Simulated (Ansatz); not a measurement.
# LaP: the cost of one run

Program: Ansatz 0.2.0. Level of theory: DFT, LDA, PAW with Ansatz's default frozen-core files, scalar-relativistic. These are calculated values, not measurements.

1 further run of the same task is left out (it didn't finish).

## 1. Starting point

The structure is cubic, space group Fm-3m (No. 225). Conventional cell: a = 6.067 Å, b = 6.067 Å, c = 6.067 Å, α = 90.00°, β = 90.00°, γ = 90.00°. La (site symmetry m-3m) has 6 P at 3.03 Å as nearest neighbours. P (site symmetry m-3m) is surrounded by 6 La at 3.03 Å.

Coordinates:

```cif
data_structure
_symmetry_space_group_name_H-M 'Fm-3m'
_symmetry_Int_Tables_number 225
_cell_length_a 6.0665
_cell_length_b 6.0665
_cell_length_c 6.0665
_cell_angle_alpha 90.000
_cell_angle_beta 90.000
_cell_angle_gamma 90.000
_cell_volume 223.26
loop_
_atom_site_label
_atom_site_type_symbol
_atom_site_symmetry_multiplicity
_atom_site_Wyckoff_symbol
_atom_site_fract_x
_atom_site_fract_y
_atom_site_fract_z
_atom_site_occupancy
La1 La 4 a 0.00000 0.00000 0.00000 1
P1 P 4 b 0.50000 0.00000 0.00000 1
```

The file gives the conventional cell by its symmetry; the runs use the cell typed in the input.

Whether this phase is the stable one at these pressures isn't tested.

Atoms are numbered in the order of the input: La1, P2.

## 2. Atoms relaxed at the given volume, PAW

input.yaml

```yaml
crystal:
  lattice:
    - [0.0, 3.0332503348, 3.0332503348]
    - [3.0332503348, 0.0, 3.0332503348]
    - [3.0332503348, 3.0332503348, 0.0]
  atoms:
    - { symbol: La, position: [0.0, 0.0, 0.0] }
    - { symbol: P, position: [0.5, 0.5, 0.5] }
kpoints:
  mp_grid: { grid: [10, 10, 10] }
scf:
  occupations: { method: fermi_dirac, width: 0.05 }
hamiltonian:
  xc: lda
  pseudopotentials: { kind: paw }
output:
  forces: true
  stress: true
  write_density: true
  write_potential: true
  elf: true
  volumetric_format: npy
relax:
  f_tol: 0.01
  max_steps: 30
```

On the command line:

```sh
> ansatz run input.yaml --threads 1 --pin off --max-ram 2048MiB --backend cpu --events-out ev --progress --plain --runs-dir out
```

What time and memory should one allow on 1 thread of Arm Neoverse V1, shared host?

About 3.1 s, with a peak of 0.34 GiB.
